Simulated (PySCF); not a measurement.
# InHOH: structure of the doublet

Aim: relax InHOH as a doublet from a linear start, check by its vibrations whether the end is a minimum, and collect its spectrum and constants.

The runs use PySCF 2.14.0; PBE0, basis In def2-TZVP with ECP28, H def2-TZVP, O def2-TZVP, scalar-relativistic core potentials, no spin–orbit coupling, density fitting.

## 1. The starting structure

4 atoms, charge 0, spin multiplicity 2.

Bond lengths: In1–H2 1.740 Å, In1–O3 2.050 Å, O3–H4 0.960 Å. Angles: H2–In1–O3 180.0°, In1–O3–H4 130.0°.

```xyz
4
charge 0 multiplicity 2
In    0.0000    0.0000    0.0000
H     0.0000    0.0000    1.7400
O     0.0000    0.0000   -2.0500
H     0.7354    0.0000   -2.6671
```

## 2. First SCF at the start

One driver script runs all steps and calls PySCF; scf.py shows how it sets up the SCF of each step. The optimiser is the driver's own. After this first run the driver tries any further starts and a stability analysis.

Contents of scf.py:

```python
from pyscf import gto, scf, dft
mol = gto.M(atom='''
In     0.000000     0.000000     0.000000
H      0.000000     0.000000     1.740000
O      0.000000     0.000000    -2.050000
H      0.735400     0.000000    -2.667100''',
    basis={'In': 'def2-TZVP', 'H': 'def2-TZVP', 'O': 'def2-TZVP'},
    ecp={'In': 'def2-TZVP'},
    charge=0, spin=1)
mf = dft.UKS(mol, xc='PBE0')
mf.grids.atom_grid = (50, 194)
aux = {'In': 'def2-universal-JKFIT', 'H': 'def2-universal-JKFIT', 'O': 'def2-universal-JKFIT'}
mf = mf.density_fit(auxbasis=aux)
mf.conv_tol = 1e-08
mf.diis_space = 10
mf.max_cycle = 60
mf.init_guess = 'minao'
mf.verbose = 4
mf.kernel()
```

Run with:

```sh
OMP_NUM_THREADS=4 python axn.py task.json out
```

The log of the run:

```text
init E= -233.664841227845
[... the frontier-level lines of each cycle are left out ...]
cycle= 1 E= -265.727854506897  delta_E= -32.1  |g|= 1.38  |ddm|= 31.5
cycle= 2 E= -264.596419618338  delta_E= 1.13  |g|= 2.26  |ddm|=  5.8
cycle= 3 E= -266.312757178706  delta_E= -1.72  |g|= 0.592  |ddm|= 2.56
cycle= 4 E= -266.445776164406  delta_E= -0.133  |g|= 0.142  |ddm|= 0.567
cycle= 5 E= -266.451662812528  delta_E= -0.00589  |g|= 0.0359  |ddm|= 0.144
cycle= 6 E= -266.452265179557  delta_E= -0.000602  |g|= 0.00863  |ddm|= 0.0427
cycle= 7 E= -266.452300547708  delta_E= -3.54e-05  |g|= 0.00218  |ddm|= 0.0111
cycle= 8 E= -266.452303457205  delta_E= -2.91e-06  |g|= 0.000652  |ddm|= 0.00439
cycle= 9 E= -266.452303991869  delta_E= -5.35e-07  |g|= 0.000214  |ddm|= 0.00177
cycle= 10 E= -266.452304144969  delta_E= -1.53e-07  |g|= 0.000199  |ddm|= 0.00148
cycle= 11 E= -266.452304194898  delta_E= -4.99e-08  |g|= 8.74e-05  |ddm|= 0.000678
cycle= 12 E= -266.452304220664  delta_E= -2.58e-08  |g|= 4.73e-05  |ddm|= 0.000824
cycle= 13 E= -266.452304226861  delta_E= -6.2e-09  |g|= 2.39e-05  |ddm|= 0.000369
Extra cycle  E= -266.452304228134  delta_E= -1.27e-09  |g|= 1.17e-05  |ddm|= 0.000112
converged SCF energy = -266.452304228134  <S^2> = 0.75741437  2S+1 = 2.0074007
```

This step, with its further starts and checks, needed 3.5 s of wall time on 4 threads of Arm Neoverse V1, shared host.

The test of internal stability found no lower solution of this spin.

## 3. Relaxation: linear start, doublet

The program finds Cs symmetry in the start, which this walk keeps. The walk stops when the largest gradient is under 0.0003 Eh/bohr and the energy has settled too.

Changes to scf.py since step 2:

```diff
@@ -3,4 +3,4 @@
-In     0.000000     0.000000     0.000000
-H      0.000000     0.000000     1.740000
-O      0.000000     0.000000    -2.050000
-H      0.735400     0.000000    -2.667100''',
+In    -0.005576     0.000000     0.253727
+H     -0.005576     0.000000     1.993727
+O     -0.005576     0.000000    -1.796273
+H      0.729824     0.000000    -2.413373''',
@@ -17 +16,0 @@
-mf.init_guess = 'minao'
```

Energy and gradient, step by step:

| step | energy (Eh) | change (kJ/mol) | largest symmetric gradient (Eh/bohr) |
| --- | --- | --- | --- |
| 0 | -266.452304 | 0.00 | 0.03086 |
| 1 | -266.458553 | -16.41 | 0.01857 |
| 2 | -266.466470 | -37.19 | 0.02372 |
| 3 | -266.467390 | -39.61 | 0.01576 |
| 4 | -266.468086 | -41.43 | 0.01627 |
| 5 | -266.472613 | -53.32 | 0.03533 |
| 6 | -266.477360 | -65.78 | 0.03921 |
| 7 | -266.483955 | -83.10 | 0.01576 |
| 8 | -266.484645 | -84.91 | 0.02008 |
| 9 | -266.486372 | -89.44 | 0.00264 |
| 10 | -266.486427 | -89.59 | 0.00188 |
| 11 | -266.486441 | -89.63 | 0.00343 |
| 12 | -266.486456 | -89.66 | 0.00153 |
| 13 | -266.486469 | -89.70 | 0.00075 |
| 14 | -266.486481 | -89.73 | 0.00108 |
| 15 | -266.486484 | -89.74 | 0.00055 |
| 16 | -266.486484 | -89.74 | 0.00005 |

The walk took 23 s.

End point (Cs, 16 steps, 89.7 kJ/mol gained): In–H 1.778 Å, In–O 2.004 Å, O–H 0.961 Å; H–In–O 117.6°, H–O–In 113.4°.

## 4. Frequencies

On the finer grid the gradient is checked again; gradients at displacements of ±0.02 bohr then give force constants and infrared intensities.

Changes to scf.py since step 3:

```diff
@@ -3,4 +3,4 @@
-In    -0.005576     0.000000     0.253727
-H     -0.005576     0.000000     1.993727
-O     -0.005576     0.000000    -1.796273
-H      0.729824     0.000000    -2.413373''',
+In    -0.105695     0.000000     0.230615
+H      1.082484     0.000000     1.552743
+O      0.594256     0.000000    -1.647333
+H      1.554250     0.000000    -1.696984''',
@@ -11 +11 @@
-mf.grids.atom_grid = (50, 194)
+mf.grids.atom_grid = (75, 302)
@@ -14 +14 @@
-mf.conv_tol = 1e-08
+mf.conv_tol = 1e-10
```

This SCF starts from the last density.

Log of the central SCF (cycles and frontier levels):

```text
init E= -266.48644630275
[... the frontier-level lines of each cycle are left out ...]
cycle= 1 E= -266.486446302755  delta_E= -4.49e-12  |g|= 1.83e-06  |ddm|= 4.58e-06
Extra cycle  E= -266.486446302758  delta_E= -2.79e-12  |g|= 2.04e-06  |ddm|= 3.77e-06
converged SCF energy = -266.486446302758  <S^2> = 0.75596021  2S+1 = 2.0059514
```

The whole step took 42 s.

Geometry: Cs; In–H 1.778 Å, In–O 2.004 Å, O–H 0.961 Å; H–In–O 117.6°, H–O–In 113.4°.

Modes, for the most abundant isotopes:

```csv
symmetry,ω (cm⁻¹),IR (km/mol),μ (u)
a'',288,111,1.11
a',411,83.9,1.05
a',567,93.9,13.30
a',721,30.3,1.09
a',1542,195,1.02
a',3870,34.0,1.07
```

Every mode is real; the point is a minimum.

Properties at this point:

```yaml
Dipole_moment: 1.63 D
Highest_occupied_level: -6.04 eV
Lowest_empty_level: -3.02 eV
Rotational_constants: 5.206, 0.2712, 0.2578 cm⁻¹
Zero-point_energy: 44.3 kJ/mol
Principal_polarisabilities: 39.2, 44.3, 53.6 bohr³
Atomisation_energy_without_zero-point_energy: 923 kJ/mol
Principal_traceless_quadrupole_moments_about_the_centre_of_mass: -9.07, 4.14, 4.92 D Å
Entropy_at_298.15_K_and_1_bar_electronic_part_spin_only: 277.0 J/(mol K)
Heat_capacity_Cp_at_298.15_K: 54.6 J/(mol K)
Enthalpy_at_298.15_K_above_0_K: 12.60 kJ/mol
Rotational_symmetry_number: 1
Spin_squared_⟨S²⟩: 0.756
```

Charges (e) and bond orders:

| atom | Mulliken | Löwdin | polar tensor | spin (Mulliken) | Mayer order to In1 |
| --- | --- | --- | --- | --- | --- |
| In1 | 0.47 | 0.29 | 0.81 | 0.67 | – |
| H2 | -0.08 | -0.07 | -0.25 | 0.29 | 0.84 |
| O3 | -0.68 | -0.36 | -0.76 | 0.03 | 0.96 |
| H4 | 0.30 | 0.14 | 0.20 | 0.01 | 0.03 |

Outer orbital energies (eV). α occupied: -21.23, -21.18, -21.04, -12.80, -11.00, -8.49, -8.22, -6.04; empty: -1.65, -0.21, 1.23, 2.04. β occupied: -21.21, -21.16, -21.05, -20.94, -12.49, -10.48, -8.20, -8.08; empty: -3.02, -1.21, 0.05, 1.74.

Mulliken populations on In1 (outside its core potential): s 3.43, p 6.97, d 10.09, f 0.04.

## 5. Outcome

| quantity | value |
| --- | --- |
| minimum | doublet, Cs |
| geometry | In–H 1.778 Å, In–O 2.004 Å, O–H 0.961 Å; H–In–O 117.6°, H–O–In 113.4° |
| wavenumbers (cm⁻¹) | 288 (a''), 411 (a'), 567 (a'), 721 (a'), 1542 (a'), 3870 (a') |
| dipole moment | 1.63 D |
| highest occupied, lowest empty level (either spin) | -6.04, -3.02 eV |
| polar-tensor charge of In1 | +0.81 e |
| zero-point energy | 44.3 kJ/mol |
| entropy at 298.15 K | 277.0 J/(mol K) |
| atomisation energy (no zero-point energy) | 923 kJ/mol |
| ⟨S²⟩ | 0.756 |

What this shows: The molecule stays Cs, as typed, and the end point is a minimum. The strongest infrared band lies at 1542 cm⁻¹ (a'). Most of the spin sits on In1 (Mulliken spin 0.67, against 1 for the whole molecule). Only this shape and spin were tried, so other structures or states may lie lower. With an element this heavy the missing spin–orbit coupling can shift these numbers.

The search up to here took 68 s.
